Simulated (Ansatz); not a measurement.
# GeH2ClF (SMILES [F][GeH2][Cl]) at CCSD(T)/aug-cc-pVDZ

Aim: the vertical ionisation energy of GeH2ClF at CCSD(T)/aug-cc-pVDZ, from 2 runs. 

The calculation is run with Ansatz 0.2.0.

47 further runs of the same task are left out: 2 that didn't finish, 45 set aside as unsound or not needed.

### 1 Starting point

GeH2ClF has 5 atoms, charge 0, and is taken as a singlet. As SMILES, `[F][GeH2][Cl]`. Geometry: relaxed at PBE0-D4/def2-TZVP.

Bond lengths: F1–Ge2 1.730 Å, Ge2–Cl3 2.133 Å, Ge2–H4 1.528 Å, Ge2–H5 1.528 Å. Angles: F1–Ge2–Cl3 106.4°, F1–Ge2–H4 107.1°, F1–Ge2–H5 107.1°, Cl3–Ge2–H4 109.1°, Cl3–Ge2–H5 109.1°, H4–Ge2–H5 117.4°.

### 2 The energy at CCSD(T)/aug-cc-pVDZ

File in.yaml:

```yaml
crystal:
  periodic: [false, false, false]
  atoms:
    - {symbol: F, position_ang: [-0.242000, -0.508000, 1.588600]}
    - {symbol: Ge, position_ang: [0.139900, -0.089200, -0.045500]}
    - {symbol: Cl, position_ang: [-1.390300, 1.244900, -0.698900]}
    - {symbol: H, position_ang: [0.067600, -1.375500, -0.867400]}
    - {symbol: H, position_ang: [1.474700, 0.654200, -0.018300]}
basis:
  gaussian: {orbitals: aug-cc-pVDZ}
correlation: {method: ccsd_t, frozen_orbitals: {Cl: 5, F: 1, Ge: 9, H: 0}}
accuracy: high
scf: {omitted_lower_state_checks: [cluster_reference, increment]}
```

The run is started by

```
$ ansatz run in.yaml --threads 1 --pin off --max-ram 3480MiB --events-out events.jsonl --progress --plain --runs-dir runs
```

Log (excerpt; [...] marks lines left out):

```text
Warning: RAYON_NUM_THREADS=1 ignored (pool sized by the plan → 1); use --threads N
Functional definition: HF
  name "HF"
[...]
2113 factors; integrals over basis functions are off by at most 4.4e-9 eV
[...]
mean field -71716.61742293 eV, -2635.5370790234 hartree, gradient 1.8e-8 eV, S^2 0.000000; 0 other end points of the search recorded, 0 dependent functions left out
15 core orbitals not correlated: weight in the atoms' cores, before any rotation towards them, 1.000 or more for the frozen orbitals, at most 0.000 for the correlated occupied ones
reference -71716.61742293 eV, -2635.5370790234 hartree; 15, 15 occupied and 74, 74 virtual orbitals, 2113 factors
second order -12.97817567 eV of doubles, -0.00000000 eV of singles
cycle   1  -13.31339636 eV  change   -3.4e-1 eV  update   9.0e-2
[...]
cycle  20  -13.70784264 eV  change  -9.6e-10 eV  update   2.0e-9
perturbative correction -0.36893788 eV, -0.0135582170 hartree
Total energy: -71730.69420345 eV, -2636.0543911660 hartree
Checks for a lower state left out: cluster_reference, increment
```

It took 44 s on 1 thread of Arm Neoverse V1, shared host; peak memory 0.7 GiB.

### 3 The doublet cation at the same level

File molecule.yaml:

```yaml
crystal:
  periodic: [false, false, false]
  atoms:
    - {symbol: F, position_ang: [-0.242000, -0.508000, 1.588600]}
    - {symbol: Ge, position_ang: [0.139900, -0.089200, -0.045500]}
    - {symbol: Cl, position_ang: [-1.390300, 1.244900, -0.698900]}
    - {symbol: H, position_ang: [0.067600, -1.375500, -0.867400]}
    - {symbol: H, position_ang: [1.474700, 0.654200, -0.018300]}
basis:
  gaussian: {orbitals: aug-cc-pVDZ}
total_charge: 1
magnetization: {spin_polarized: true, initial_magnetization: 1}
correlation: {method: ccsd_t, frozen_orbitals: {Cl: 5, F: 1, Ge: 9, H: 0}}
accuracy: high
scf: {omitted_lower_state_checks: [cluster_reference, increment]}
```

The run is started by

```
$ ansatz run molecule.yaml --threads 1 --pin off --max-ram 3480MiB --events-out events.jsonl --progress --plain --runs-dir runs
```

Log (excerpt; [...] marks lines left out):

```text
Warning: RAYON_NUM_THREADS=1 ignored (pool sized by the plan → 1); use --threads N
[... 2 set-up lines as earlier in the session ...]
[...]
2113 factors; integrals over basis functions are off by at most 4.4e-9 eV
[...]
mean field -71705.51882025 eV, -2635.1292128979 hartree, gradient 2.2e-8 eV, S^2 0.760113; 9 other end points of the search recorded, 0 dependent functions left out
15 core orbitals not correlated: weight in the atoms' cores, before any rotation towards them, 1.000 or more for the frozen orbitals, at most 0.000 for the correlated occupied ones
reference -71705.51882025 eV, -2635.1292128979 hartree; 15, 14 occupied and 74, 75 virtual orbitals, 2113 factors
second order -12.05018336 eV of doubles, -0.00000000 eV of singles
cycle   1  -12.48937632 eV  change   -4.4e-1 eV  update   1.0e-1
[...]
cycle  38  -13.01542393 eV  change   -1.4e-9 eV  update   1.1e-9
perturbative correction -0.37307839 eV, -0.0137103778 hartree
Total energy: -71718.90732257 eV, -2635.6212312831 hartree
Checks for a lower state left out: cluster_reference, increment
```

Run time: 4 min. Hardware: 1 thread of Arm Neoverse V1, shared host; peak memory 1.5 GiB.

### 4 What came out

At CCSD(T)/aug-cc-pVDZ, 15 core orbitals frozen:

| quantity | value |
| --- | --- |
| singlet GeH2ClF: total energy | -2636.05439 Eh |
| singlet GeH2ClF: correlation energy (15 core orbitals frozen) | -517.3 mEh |
| singlet GeH2ClF: (T) correction | -13.56 mEh |
| singlet GeH2ClF: T1 diagnostic | 0.011 |
| doublet cation: total energy | -2635.62123 Eh |
| doublet cation: correlation energy (15 core orbitals frozen) | -492.0 mEh |
| doublet cation: (T) correction | -13.71 mEh |
| doublet cation: ⟨S²⟩ of the reference determinant | 0.760 |
| doublet cation: T1 diagnostic | 0.031 |
| vertical ionisation energy (to the doublet cation) | 11.787 eV |

The vertical ionisation energy comes to 11.79 eV (1137 kJ/mol). The triples (singlet GeH2ClF) make up 2.6 % of the correlation energy. The triples (doublet cation) make up 2.8 % of the correlation energy.
